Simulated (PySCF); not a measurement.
# C2H3BF2S: the cost of one run

The runs use PySCF 2.14.0, with density-fitted response routines of our own; the level of theory stands in each step. All values are computed, except where a source is named. Atoms count from 0, in the outputs and in this text.

## Step 1: Starting geometry

9 atoms, charge 0, multiplicity 1; geometry from: GFN2-xTB. The atoms were then displaced at random by about 0.01 Å, so the start is not that level's minimum.

Bonds of the start (Å): F0–B1 1.32, B1–F2 1.31, B1–C3 1.52, C3–C4 1.52, C4–S5 1.79, S5–C3 1.86, C3–H6 1.09, C4–H7 1.08, C4–H8 1.10.

## Step 2: Geometry optimisation at PBE0-D3(BJ)/def2-SVP

What the job is given:

```
{"job": {"xc": "PBE0", "basis": "def2-SVP", "d3": "d3bj", "grid": 1, "shake": 0.01, "kind": "geom"}, "charge": 0, "multiplicity": 1}
F      2.319880     1.155580    -0.080200
B      1.369490     0.249220    -0.221490
F      1.781460    -0.884960    -0.735100
C     -0.078970     0.500590     0.174080
C     -1.102170    -0.625480     0.233920
S     -1.269110     0.368360    -1.244880
H     -0.324000     1.367790     0.786430
H     -0.723380    -1.621540     0.083240
H     -1.915390    -0.526720     0.970270
```

Started as:

```
$ OMP_NUM_THREADS=1 python probes_run.py task.json out
```

The driver reads the jobs from task.json and runs them one after another.

Q: Estimate the wall time and peak memory of this first job on 1 thread of Arm Neoverse V2, shared host.

About 40 s, with a peak of 0.42 GiB.
